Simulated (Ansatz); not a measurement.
# C8H4N2: basis-set convergence

An exercise on one series of results from a longer session: the logs are not shown, and one member is left open.

Program: Ansatz 0.2.0, Gaussian basis. Level of theory: one geometry, several basis sets. These are calculated values, not measurements.

Plan: PBE0-D4/def2-SVP; ωB97M-V/def2-SVP; PBE0-D4/def2-QZVPP; ωB97M-V/def2-QZVPP; the functionals' def2-TZVPP values are taken from earlier runs.

## Structure used throughout

An earlier PBE0-D4 in a triple-zeta def2 set relaxation fixed the geometry.

SMILES `N#Cc1cccc(C#N)c1`, 14 atoms, charge 0, spin multiplicity 1.

Atoms are counted from 1 here; the program's logs count them from 0.

Bond lengths: N1–C2 1.151 Å, C2–C3 1.427 Å, C3–C4 1.395 Å, C3–C10 1.391 Å, C4–C5 1.384 Å, C4–H11 1.083 Å, C5–C6 1.384 Å, C5–H12 1.083 Å, C6–C7 1.395 Å, C6–H13 1.083 Å, C7–C8 1.427 Å, C7–C10 1.391 Å, C8–N9 1.151 Å, C10–H14 1.082 Å. Angles: N1–C2–C3 179.7°, C2–C3–C4 119.9°, C2–C3–C10 119.7°, C4–C3–C10 120.4°, C3–C4–C5 119.8°, C3–C4–H11 119.5°, C5–C4–H11 120.7°, C4–C5–C6 120.3°, C4–C5–H12 119.8°, C6–C5–H12 119.8°, C5–C6–C7 119.8°, C5–C6–H13 120.7°, C7–C6–H13 119.5°, C6–C7–C8 119.9°, C6–C7–C10 120.4°, C8–C7–C10 119.7°, C7–C8–N9 179.7°, C3–C10–C7 119.3° and more.

As a file:

```xyz
14

N     0.97944   -3.50811   -1.15495
C     0.64407   -2.44436   -0.87040
C     0.22484   -1.12497   -0.52310
C    -0.61239   -0.41307   -1.38239
C    -1.01797    0.86610   -1.04441
C    -0.59725    1.44219    0.14139
C     0.23996    0.72946    0.99999
C     0.67471    1.32240    2.22334
N     1.02257    1.80499    3.20878
C     0.65434   -0.55676    0.67136
H    -0.93765   -0.87013   -2.30844
H    -1.66782    1.41904   -1.71116
H    -0.91062    2.44252    0.41234
H     1.30376   -1.10930    1.33764
```

Set-up of the first run:

in.yaml reads:

```yaml
crystal:
  periodic: [false, false, false]
  atoms:
    - {symbol: N, position_ang: [0.979439, -3.508105, -1.154948]}
    - {symbol: C, position_ang: [0.644066, -2.444359, -0.870403]}
    - {symbol: C, position_ang: [0.224836, -1.124968, -0.523103]}
    - {symbol: C, position_ang: [-0.612391, -0.413073, -1.382390]}
    - {symbol: C, position_ang: [-1.017972, 0.866096, -1.044407]}
    - {symbol: C, position_ang: [-0.597252, 1.442188, 0.141388]}
    - {symbol: C, position_ang: [0.239962, 0.729457, 0.999995]}
    - {symbol: C, position_ang: [0.674707, 1.322402, 2.223341]}
    - {symbol: N, position_ang: [1.022574, 1.804993, 3.208781]}
    - {symbol: C, position_ang: [0.654345, -0.556760, 0.671357]}
    - {symbol: H, position_ang: [-0.937646, -0.870129, -2.308444]}
    - {symbol: H, position_ang: [-1.667816, 1.419042, -1.711164]}
    - {symbol: H, position_ang: [-0.910616, 2.442518, 0.412337]}
    - {symbol: H, position_ang: [1.303756, -1.109302, 1.337639]}
basis:
  gaussian: {orbitals: def2-SVP}
hamiltonian: {xc: pbe0, dispersion: d4}
output: {orbitals: {seedname: orbitals}}
```

Command:

```sh
> ansatz run in.yaml --threads 2 --pin off --events-out ev --progress --plain --max-ram 32768MiB --backend cpu
```

Steps of the session up to this table: PBE0-D4 in def2-SVP; ωB97M-V in def2-SVP; PBE0-D4 in def2-QZVPP; ωB97M-V in def2-QZVPP.

One table of the session follows, with a row left open; its other results are not shown here.

It belongs to the step «Density functionals: the series». 

| functional | basis | HOMO (eV) | LUMO (eV) |
| --- | --- | --- | --- |
| PBE0-D4 | def2-SVP | ? | ? |
| PBE0-D4 | def2-TZVPP | -8.40 | -2.41 |
| PBE0-D4 | def2-QZVPP | -8.41 | -2.43 |
| ωB97M-V | def2-SVP | -10.32 | -0.22 |
| ωB97M-V | def2-TZVPP | -10.39 | -0.39 |
| ωB97M-V | def2-QZVPP | -10.40 | -0.43 |

Estimate the missing values for PBE0-D4, def2-SVP.

The run gave: HOMO (eV): -8.34; LUMO (eV): -2.29. In the column «HOMO (eV)» it is the highest.
